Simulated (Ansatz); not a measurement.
# Hf: the cost of one run

Method: DFT PBEsol, scalar-relativistic, plane waves, PAW, in Ansatz 0.2.0.

1 further run of the same task is left out (set aside as unsound or not needed).

## (1) The starting structure

It takes space group Im-3m (No. 229, cubic). The conventional cell has a = 3.610 Å, b = 3.610 Å, c = 3.610 Å, α = 90.00°, β = 90.00°, γ = 90.00°. Around Hf (site symmetry m-3m) lie 8 Hf at 3.13 Å.

Coordinates:

```xyz
1
Lattice="-1.8050 1.8050 1.8050 1.8050 -1.8050 1.8050 1.8050 1.8050 -1.8050" Properties=species:S:1:pos:R:3 pbc="T T T"
Hf    0.0000    0.0000    0.0000
```

The structure comes from the Crystallography Open Database.

## (2) A distortion that keeps the symmetry

The change: strain xx, yy, zz, yz, xz, xy = -1.4, -1.4, -1.4, +0.0, +0.0, +0.0 %.

Contents of input.yaml:

```yaml
crystal:
  lattice:
    - [-1.7792607, 1.7792607, 1.7792607]
    - [1.7792607, -1.7792607, 1.7792607]
    - [1.7792607, 1.7792607, -1.7792607]
  atoms:
    - { symbol: Hf, position: [0.0, 0.0, 0.0] }
basis:
  ecutwfc: 420
kpoints:
  mp_grid: { grid: [16, 16, 16] }
hamiltonian:
  xc: pbesol
scf:
  occupations: { method: gaussian, width: 0.1 }
output:
  forces: true
  stress: true
  eigenvalues: true
```

On the command line:

```sh
$ ansatz run input.yaml --threads 1 --pin off --max-ram 1331MiB --backend cpu --events-out ev --progress --plain --runs-dir out
```

What time and memory should one allow on 1 thread of an Arm CPU, shared host?

About 3.5 s, with a peak of 0.32 GiB.
